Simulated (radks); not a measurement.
# Tc inside a hard spherical wall

One table from this session's results is given with a row withheld; the runs are named, their logs left out.

The numbers are computed with radks (a radial shooting solver on a logarithmic mesh, Libxc functionals) version 1 (scalar-relativistic Kohn-Sham, PBE, spin-unpolarised, spherical densities, point nucleus), except any that are marked as measured or tabulated.

**Starting point**

| Quantity | Value |
| --- | --- |
| element | technetium (Z = 43) |
| charge | 0 |
| electrons | 43 |
| configuration | [Kr] 4d5 5s2 |

The outer shells:

Tc
```
[Kr] core
4d [↑ ][↑ ][↑ ][↑ ][↑ ]
5s [↑↓]
```

The first run:

The run's settings:

```text
Z 43
configuration [Kr] 4d5 5s2 5p0 6s0 4f0
relativity scalar-relativistic
functional pbe,pbe
spin unpolarised
nucleus point
c 137.035999084
```

Steps of the session up to this table: The free atom; Wall at 20 bohr; Wall at 12 bohr; Wall at 10 bohr; Wall at 8 bohr; Wall at 7 bohr; Wall at 6 bohr; Wall at 5 bohr; Wall at 3 bohr; Wall at 2.5 bohr; Wall at 2 bohr.

One table of the session follows, with a row left open; its other results are not shown here.

| R (bohr) | E − E(free) (eV) | ε(5s) (eV) | ε(5p, empty) (eV) | ε(6s, empty) (eV) | ε(4f, empty) (eV) |
| --- | --- | --- | --- | --- | --- |
| free | 0.000 | -5.043 | -1.399 | - | - |
| 20 | 0.000 | -5.043 | -1.399 | - | - |
| 12 | 0.001 | -5.039 | -1.363 | 0.847 | 3.388 |
| 10 | ? | ? | ? | ? | ? |
| 8 | 0.138 | -4.823 | -0.810 | 4.536 | 7.111 |
| 7 | 0.431 | -4.494 | -0.188 | 7.467 | 9.163 |
| 6 | 1.359 | -3.683 | 1.159 | 12.912 | 12.300 |
| 5 | 4.436 | -1.577 | 4.303 | 23.922 | 17.442 |
| 3 | 67.177 | 26.286 | 39.762 | 118.75 | 46.592 |
| 2.5 | 158.98 | 58.638 | 77.193 | 203.76 | 67.329 |
| 2 | 436.00 | 139.56 | 165.27 | 387.38 | 108.48 |

Q: Estimate the row for R (bohr) = 10 from the others.

Worked estimate for «E − E(free) (eV)». A straight line through the neighbours (12, 0.001) and (8, 0.138) gives 0.001 + (0.138 − 0.001) × (10 − 12) / (8 − 12) = 0.070; a parabola fitted to 4 rows on both sides gives 0.083.

As computed: E − E(free) (eV): 0.014; ε(5s) (eV): -5.011; ε(5p, empty) (eV): -1.255; ε(6s, empty) (eV): 1.859; ε(4f, empty) (eV): 4.687. In «E − E(free) (eV)» the line misses by +0.056 and the parabola by +0.069. Between these rows the values bend or scatter more than so simple an estimate can follow.

From R = 3 bohr inwards the highest occupied level lies above zero, pushed up by confinement. Shells are not refilled when levels cross, and a hard wall is a model, not a crystal.
